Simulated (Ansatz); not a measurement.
# CH5BOS: harmonic frequencies at the relaxed geometry from a Python script

At which frequencies does CH5BOS vibrate? Wanted for CH5BOS: harmonic frequencies at the relaxed geometry.

All numbers are computed with the Python package of Ansatz 0.2.0. Level of theory: PBE0/def2-SVP.

## Step 1: The system

Bond lengths: B1–S2 1.858 Å, S2–C3 1.806 Å, C3–O4 1.483 Å, B1–H5 1.215 Å, B1–H6 1.187 Å, C3–H7 1.068 Å, C3–H8 1.137 Å, O4–H9 0.967 Å. Angles: B1–S2–C3 92.0°, S2–B1–H5 119.1°, S2–B1–H6 121.7°, H5–B1–H6 118.7°, S2–C3–O4 109.6°, S2–C3–H7 112.6°, S2–C3–H8 110.3°, O4–C3–H7 109.2°, O4–C3–H8 104.4°, H7–C3–H8 110.5°, C3–O4–H9 104.1°.

Input file ch5bos.xyz:

```xyz
9

B    -1.49840    0.84040    0.50000
S    -0.08970    1.03150   -0.69670
C     0.57970   -0.58950   -0.26670
O     1.84760   -0.81370   -1.00190
H    -2.55380    0.38570    0.10400
H    -1.44770    1.28770    1.59840
H    -0.09810   -1.38490   -0.48510
H     0.88140   -0.61320    0.82920
H     2.46760   -0.19040   -0.59820
```

## Step 2: Script

The input, ch5bos_freq.py:

```python
"""Vibrations and zero-point energy of CH5BOS."""

import ansatz as az
import numpy as np

ch5bos = az.Crystal.molecule_from_extxyz("ch5bos.xyz")

model = ch5bos.calculation()
model = model.basis(gaussian="def2-SVP")
model = model.functional("pbe0")
model = model.accuracy("medium").scf(lower_state_search="standard")
symbols = [site.symbol for site in ch5bos.cartesian_sites]
start = np.array([site.position_ang for site in ch5bos.cartesian_sites], dtype=float)
summary = model.relax(force_tolerance=0.003, max_steps=100).run().report
end = np.array(summary["positions_ang"])

print("final positions (A) and the move of each atom")
for symbol, xyz, old in zip(symbols, end, start):
    print(f"{symbol:2s} {xyz[0]:10.5f} {xyz[1]:10.5f} {xyz[2]:10.5f}   {np.linalg.norm(xyz - old):7.4f}")

# frequencies need a stationary point, so they are taken at the relaxed geometry
minimum = az.Crystal.molecule()
for symbol, place in zip(symbols, end):
    minimum = minimum.atom(symbol, place.tolist())
vibrating = (
    minimum.calculation()
    .basis(gaussian="def2-SVP")
    .functional("pbe0")
    .accuracy("medium")
    .scf(lower_state_search="standard")
    .phonons(temperatures=(200, 600, 100))
)
vib = vibrating.run().report["vibrations"]
sums = vib["harmonic_sums"]
modes = [m["omega_inv_cm"] for m in sums["modes_at_gamma"] if m["rigid_motion"] == "no"]
for number, w in enumerate(modes, start=1):
    print(f"mode {number:2d} {w:9.1f} 1/cm {w / 8065.544 * 1000:8.2f} meV")
print("imaginary modes:", sum(w < 0 for w in modes), " zero-point energy:", round(sums["zero_point_energy_ev"], 4), "eV")
print("T (K)   F_vib (eV)   S_vib (meV/K)   C_vib (meV/K)")
for row in zip(sums["temperatures_k"], sums["vibrational_free_energy_ev"], vib["entropy_ev_per_k"], vib["heat_capacity_ev_per_k"]):
    print(f"{row[0]:6.1f} {row[1]:11.4f} {1000 * row[2]:13.4f} {1000 * row[3]:15.4f}")
```

## Step 3: Launch

Launch:

```
$ python ch5bos_freq.py
```

Q: Predict the main results. Wanted: moves of the relaxation of run 1; energy gained in run 1; last largest force component of run 1; highest frequency; imaginary modes; zero-point energy.

The runs gave:

| quantity | value |
| --- | --- |
| runs compared | 2 |
| moves of the relaxation of run 1 | 60 |
| energy gained in run 1 | 1.417 eV |
| last largest force component of run 1 | 0.0017 eV/Å |
| highest frequency | 3856 cm⁻¹ |
| imaginary modes | 0 |
| zero-point energy | 1.786 eV |

What this shows: Run 1: The relaxation took 60 moves; the largest shift is 2.788 Å, of atom 5 (H). So large a move can change the bonding: the results belong to the relaxed structure. All frequencies are real, so the geometry is a minimum. The values are harmonic; measured fundamentals also hold anharmonic shifts, mostly downward for stretches. The frequencies are harmonic and unscaled, in a modest basis. The result belongs to the one conformer reached from this start, and soft torsions count as harmonic oscillators.
